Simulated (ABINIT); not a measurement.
# InSb3 (Fm-3m) in ABINIT: reference runs

How does InSb3 come out in PBEsol? The cell is run as given and disturbed.

Program: ABINIT 10.8.3 (patched build). These are calculated values, not measurements. Logs are shortened: lines on timing, memory, paths and dates and some standing lists are left out, and cuts for length are marked. The log counts tension as positive stress, the text compression.

## (1) Starting point

Symmetry: Fm-3m, No. 225, cubic system. The conventional cell has a = 7.589 Å, b = 7.589 Å, c = 7.589 Å, α = 90.00°, β = 90.00°, γ = 90.00°. Sb (site symmetry m-3m) has 8 Sb at 3.29 Å as nearest neighbours. Around Sb (site symmetry -43m) lie 4 In at 3.29 Å and 4 Sb at 3.29 Å. In (site symmetry m-3m) is surrounded by 8 Sb at 3.29 Å.

The cell comes from a database or a generator and needn't be the stable form of this composition.

## (2) Single point, PBEsol

run.abi reads:

```
# Pseudopotentials
pp_dirpath "./"
pseudos "Sb.upf, In.upf"

# Structure
acell 3*1.0
rprim
     0.0000000000     7.1706697148     7.1706697148
     7.1706697148     0.0000000000     7.1706697148
     7.1706697148     7.1706697148     0.0000000000
ntypat 2
znucl 51 49
natom 4
typat 1 1 1 2
xred
     0.5000000000     0.5000000000     0.5000000000
     0.7500000000     0.7500000000     0.7500000000
     0.2500000000     0.2500000000     0.2500000000
     0.0000000000     0.0000000000     0.0000000000

# Plane-wave basis
ecut 40.0

# k points
kptopt 1
ngkpt 6 6 6
nshiftk 1
shiftk 0.0 0.0 0.0

# Exchange and correlation
ixc -116133

# Bands and occupations
nband 35
occopt 3
tsmear 0.05 eV

# SCF cycle
nstep 100
tolvrs 1.0e-10

# Output
iomode 3
prtwf 0
prtden 0
prteig 0
prtebands 0
enunit 1
```

Potentials or basis: PseudoDojo NC SR PBEsol v0.4.1 standard.

Command:

```
$ mpirun --bind-to none -np 4 abinit run.abi > log 2>&1
```

run.abo:

```text
.Version 10.8.3 of ABINIT
 Symmetries : space group Fm -3 m (#225); Bravais cF (face-center cubic)
================================================================================
 Values of the parameters that define the memory need of the present run
     intxc =       0    ionmov =       0      iscf =       7    lmnmax =       6
     lnmax =       6     mgfft =      60  mpssoang =       3    mqgrid =    3001
     natom =       4  nloc_mem =       1    nspden =       1   nspinor =       1
    nsppol =       1      nsym =      48    n1xccc =    2501    ntypat =       2
    occopt =       3   xclevel =       2
       mpw =        8972          nfft =      216000          nkpt =          16
================================================================================
================================================================================

--------------------------------------------------------------------------------
------------- Echo of variables that govern the present computation ------------
--------------------------------------------------------------------------------
 -outvars: echo values of preprocessed input variables --------
            acell      1.0000000000E+00  1.0000000000E+00  1.0000000000E+00 Bohr
              amu      1.21753000E+02  1.14820000E+02
             ecut      4.00000000E+01 Hartree
           enunit           1
              ixc     -116133
         kptrlatt        6    0    0      0    6    0      0    0    6
          kptrlen      6.08451502E+01
            natom           4
            nband          35
            ngfft          60      60      60
             nkpt          16
            nstep         100
             nsym          48
           ntypat           2
           occopt           3
           prtden           0
        prtebands           0
           prteig           0
            prtwf           0
            rprim      0.0000000000E+00  7.1706697148E+00  7.1706697148E+00
                       7.1706697148E+00  0.0000000000E+00  7.1706697148E+00
                       7.1706697148E+00  7.1706697148E+00  0.0000000000E+00
          spgroup         225
           tolvrs      1.00000000E-10
           tsmear      1.83746611E-03 Hartree
            typat      1  1  1  2
           xangst      3.7945549974E+00  3.7945549974E+00  3.7945549974E+00
                       5.6918324961E+00  5.6918324961E+00  5.6918324961E+00
                       1.8972774987E+00  1.8972774987E+00  1.8972774987E+00
                       0.0000000000E+00  0.0000000000E+00  0.0000000000E+00
            xcart      7.1706697148E+00  7.1706697148E+00  7.1706697148E+00
                       1.0756004572E+01  1.0756004572E+01  1.0756004572E+01
                       3.5853348574E+00  3.5853348574E+00  3.5853348574E+00
                       0.0000000000E+00  0.0000000000E+00  0.0000000000E+00
             xred      5.0000000000E-01  5.0000000000E-01  5.0000000000E-01
                       7.5000000000E-01  7.5000000000E-01  7.5000000000E-01
                       2.5000000000E-01  2.5000000000E-01  2.5000000000E-01
                       0.0000000000E+00  0.0000000000E+00  0.0000000000E+00
            znucl       51.00000   49.00000

================================================================================

 chkinp: Checking input parameters for consistency.

================================================================================
== DATASET  1 ==================================================================

--- !DatasetInfo
iteration_state: {dtset: 1, }
dimensions: {natom: 4, nkpt: 16, mband: 35, nsppol: 1, nspinor: 1, nspden: 1, mpw: 8972, }
cutoff_energies: {ecut:  40.0, pawecutdg:  -1.0, }
electrons: {nelect:   5.80000000E+01, charge:   0.00000000E+00, occopt:   3.00000000E+00, tsmear:   1.83746611E-03, }
meta: {optdriver: 0, ionmov: 0, optcell: 0, iscf: 7, paral_kgb: 0, }
...

 Real(R)+Recip(G) space primitive vectors, cartesian coordinates (Bohr,Bohr^-1):
 R(1)=  0.0000000  7.1706697  7.1706697  G(1)= -0.0697285  0.0697285  0.0697285
 R(2)=  7.1706697  0.0000000  7.1706697  G(2)=  0.0697285 -0.0697285  0.0697285
 R(3)=  7.1706697  7.1706697  0.0000000  G(3)=  0.0697285  0.0697285 -0.0697285
 Unit cell volume ucvol=  7.3741022E+02 bohr^3
 Angles (23,13,12)=  6.00000000E+01  6.00000000E+01  6.00000000E+01 degrees

 getcut: wavevector=  0.0000  0.0000  0.0000  ngfft=  60  60  60
         ecut(hartree)=     40.000   => boxcut(ratio)=   2.07817

--- Pseudopotential description ------------------------------------------------
- pspini: atom type   1  psp file is ./Sb.upf
12 -116133 2 -1 1434                          pspcod,pspxc,lmax,lloc,mmax
     nproj     2     2     2

- pspini: atom type   2  psp file is ./In.upf
12 -116133 2 -1 1940                          pspcod,pspxc,lmax,lloc,mmax
     nproj     2     2     2

   6.04644636E+03                                ecore*ucvol(ha*bohr**3)
--------------------------------------------------------------------------------

================================================================================

--- !BeginCycle
iteration_state: {dtset: 1, }
solver: {iscf: 7, nstep: 100, nline: 4, wfoptalg: 0, }
tolerances: {tolvrs: 1.00E-10, }
...

     iter   Etot(hartree)      deltaE(h)  residm     vres2
 ETOT  1  -336.13725385416    -3.361E+02 8.913E-01 4.554E+02
 ETOT  2  -338.56563067520    -2.428E+00 4.344E-02 5.167E+02
 ETOT  3  -338.61562361297    -4.999E-02 4.228E-03 7.917E+01
 ETOT  4  -338.62275895870    -7.135E-03 6.946E-03 7.830E+00
 ETOT  5  -338.62359730750    -8.383E-04 3.729E-03 6.884E-02
 ETOT  6  -338.62360613236    -8.825E-06 3.864E-03 5.842E-04
 ETOT  7  -338.62360629241    -1.601E-07 1.005E-03 2.040E-05
 ETOT  8  -338.62360629680    -4.388E-09 9.813E-04 3.787E-06
 ETOT  9  -338.62360629711    -3.149E-10 3.560E-04 2.340E-06
 ETOT 10  -338.62360629739    -2.726E-10 3.226E-04 2.507E-09
 ETOT 11  -338.62360629739    -7.844E-12 2.346E-04 3.255E-09
 ETOT 12  -338.62360629740    -6.537E-12 3.820E-04 6.518E-11

 At SCF step   12       vres2   =  6.52E-11 < tolvrs=  1.00E-10 =>converged.

 Cartesian components of stress tensor (hartree/bohr^3)
  sigma(1 1)=  1.05699832E-04  sigma(3 2)=  0.00000000E+00
  sigma(2 2)=  1.05699832E-04  sigma(3 1)=  0.00000000E+00
  sigma(3 3)=  1.05699832E-04  sigma(2 1)=  0.00000000E+00

--- !ResultsGS
iteration_state: {dtset: 1, }
comment   : Summary of ground state results
lattice_vectors:
- [  0.0000000,   7.1706697,   7.1706697, ]
- [  7.1706697,   0.0000000,   7.1706697, ]
- [  7.1706697,   7.1706697,   0.0000000, ]
lattice_lengths: [  10.14086,   10.14086,   10.14086, ]
lattice_angles: [ 60.000,  60.000,  60.000, ] # degrees, (23, 13, 12)
lattice_volume:   7.3741022E+02
convergence: {deltae: -6.537E-12, res2:  6.518E-11, residm:  3.820E-04, diffor: null, }
etotal    :  -3.38623606E+02
entropy   :   0.00000000E+00
fermie    :   2.75951078E-01
cartesian_stress_tensor: # hartree/bohr^3
- [  1.05699832E-04,   0.00000000E+00,   0.00000000E+00, ]
- [  0.00000000E+00,   1.05699832E-04,   0.00000000E+00, ]
- [  0.00000000E+00,   0.00000000E+00,   1.05699832E-04, ]
pressure_GPa:  -3.1098E+00
xred      :
- [  5.0000E-01,   5.0000E-01,   5.0000E-01, Sb]
- [  7.5000E-01,   7.5000E-01,   7.5000E-01, Sb]
- [  2.5000E-01,   2.5000E-01,   2.5000E-01, Sb]
- [  0.0000E+00,   0.0000E+00,   0.0000E+00, In]
cartesian_forces: # hartree/bohr
- [  2.20024332E-31,  -2.93365775E-31,   2.20024332E-31, ]
- [ -1.24680455E-30,   1.46682888E-30,  -1.24680455E-30, ]
- [  8.06755882E-31,  -8.80097326E-31,   8.06755882E-31, ]
- [  2.20024332E-31,  -2.93365775E-31,   2.20024332E-31, ]
force_length_stats: {min:   4.27650431E-31, max:   2.29360635E-30, mean:   1.14745949E-30, }
...

 Integrated electronic density in atomic spheres:
 ------------------------------------------------
 Atom  Sphere_radius  Integrated_density
    1        2.00000         11.18903082
    2        2.00000         11.20461103
    3        2.00000         11.20461103
    4        2.00000          9.91108552
================================================================================

 ----iterations are completed or convergence reached----

 Mean square residual over all n,k,spin=   15.567E-07; max=  38.199E-05
 reduced coordinates (array xred) for    4 atoms
       0.500000000000      0.500000000000      0.500000000000
       0.750000000000      0.750000000000      0.750000000000
       0.250000000000      0.250000000000      0.250000000000
       0.000000000000      0.000000000000      0.000000000000
 rms dE/dt=  6.5966E-30; max dE/dt=  2.1036E-29; dE/dt below (all hartree)
    1       0.000000000000      0.000000000000      0.000000000000
    2      -0.000000000000      0.000000000000     -0.000000000000
    3       0.000000000000     -0.000000000000      0.000000000000
    4       0.000000000000      0.000000000000      0.000000000000

 cartesian coordinates (angstrom) at end:
    1      3.79455499741020     3.79455499741020     3.79455499741020
    2      5.69183249611531     5.69183249611531     5.69183249611531
    3      1.89727749870510     1.89727749870510     1.89727749870510
    4      0.00000000000000     0.00000000000000     0.00000000000000

 cartesian forces (hartree/bohr) at end:
    1      0.00000000000000    -0.00000000000000     0.00000000000000
    2     -0.00000000000000     0.00000000000000    -0.00000000000000
    3      0.00000000000000    -0.00000000000000     0.00000000000000
    4      0.00000000000000    -0.00000000000000     0.00000000000000
 frms,max,avg= 8.0118045E-31 1.4668289E-30   0.000E+00  0.000E+00  0.000E+00 h/b

 cartesian forces (eV/Angstrom) at end:
    1      0.00000000000000    -0.00000000000000     0.00000000000000
    2     -0.00000000000000     0.00000000000000    -0.00000000000000
    3      0.00000000000000    -0.00000000000000     0.00000000000000
    4      0.00000000000000    -0.00000000000000     0.00000000000000
 frms,max,avg= 4.1198355E-29 7.5427374E-29   0.000E+00  0.000E+00  0.000E+00 e/A
 length scales=  1.000000000000  1.000000000000  1.000000000000 bohr
              =  0.529177210544  0.529177210544  0.529177210544 angstroms
 Fermi (or HOMO) energy (eV) =   7.50901   Average Vxc (eV)= -10.85478
 Eigenvalues (   eV  ) for nkpt=  16  k points:
 kpt#   1, nband= 35, wtk=  0.00463, kpt=  0.0000  0.0000  0.0000 (reduced coord)
 -21.86943  -21.86943  -21.86943  -21.86772  -21.86772  -21.65553  -21.65553  -21.65219
 -21.65219  -21.65219  -21.63565  -21.63565  -21.63565  -21.62840  -21.62840   -7.12940
  -7.12940   -7.12940   -7.09906   -7.09906   -4.84963   -0.38762    0.62274    4.93691
   4.93691    4.93691    5.00280    5.02404    5.02404    5.02404    6.69928    6.69928
   6.69928   10.87764   10.87764
 prteigrs : prtvol=0 or 1, do not print more k-points.

--- !EnergyTerms
iteration_state     : {dtset: 1, }
comment             : Components of total free energy in Hartree
kinetic             :  2.01288744737299E+02
hartree             :  7.37180287291161E+01
xc                  : -8.73186416274550E+01
Ewald energy        : -2.13796335885274E+02
psp_core            :  8.19956950815224E+00
local_psp           : -2.48425427840528E+02
non_local_psp       : -7.22883894512547E+01
internal            : -3.38622451829944E+02
'-kT*entropy'       : -1.15446745494147E-03
total_energy        : -3.38623606297399E+02
total_energy_eV     : -9.21441774296554E+03
band_energy         : -2.49749676341711E+01
...

 Cartesian components of stress tensor (hartree/bohr^3)
  sigma(1 1)=  1.05699832E-04  sigma(3 2)=  0.00000000E+00
  sigma(2 2)=  1.05699832E-04  sigma(3 1)=  0.00000000E+00
  sigma(3 3)=  1.05699832E-04  sigma(2 1)=  0.00000000E+00

-Cartesian components of stress tensor (GPa)         [Pressure= -3.1098E+00 GPa]
- sigma(1 1)=  3.10979643E+00  sigma(3 2)=  0.00000000E+00
- sigma(2 2)=  3.10979643E+00  sigma(3 1)=  0.00000000E+00
- sigma(3 3)=  3.10979643E+00  sigma(2 1)=  0.00000000E+00

== END DATASET(S) ==============================================================
================================================================================

 -outvars: echo values of variables after computation  --------
            acell      1.0000000000E+00  1.0000000000E+00  1.0000000000E+00 Bohr
           etotal     -3.3862360630E+02
            fcart      2.2002433151E-31 -2.9336577534E-31  2.2002433151E-31
                      -1.2468045452E-30  1.4668288767E-30 -1.2468045452E-30
                       8.0675588219E-31 -8.8009732602E-31  8.0675588219E-31
                       2.2002433151E-31 -2.9336577534E-31  2.2002433151E-31
            rprim      0.0000000000E+00  7.1706697148E+00  7.1706697148E+00
                       7.1706697148E+00  0.0000000000E+00  7.1706697148E+00
                       7.1706697148E+00  7.1706697148E+00  0.0000000000E+00
           strten      1.0569983214E-04  1.0569983214E-04  1.0569983214E-04
                       0.0000000000E+00  0.0000000000E+00  0.0000000000E+00
           xangst      3.7945549974E+00  3.7945549974E+00  3.7945549974E+00
                       5.6918324961E+00  5.6918324961E+00  5.6918324961E+00
                       1.8972774987E+00  1.8972774987E+00  1.8972774987E+00
                       0.0000000000E+00  0.0000000000E+00  0.0000000000E+00
             xred      5.0000000000E-01  5.0000000000E-01  5.0000000000E-01
                       7.5000000000E-01  7.5000000000E-01  7.5000000000E-01
                       2.5000000000E-01  2.5000000000E-01  2.5000000000E-01
                       0.0000000000E+00  0.0000000000E+00  0.0000000000E+00
 Calculation completed.
```

It took 51 s on 4 MPI ranks of Intel Xeon 6975P-C (Granite Rapids), shared host; peak memory 0.52 GiB.

What came out:

| Quantity | Value |
| --- | --- |
| Free energy | -9214.4177 eV |
| Pressure | -3.1 GPa |
| Band gap on the k mesh | none (metal or under the smearing width) |
| Valence electrons inside the program's atomic spheres | Sb 11.19, 11.20; In 9.91 |

(Part 1 of 2 ends here.)
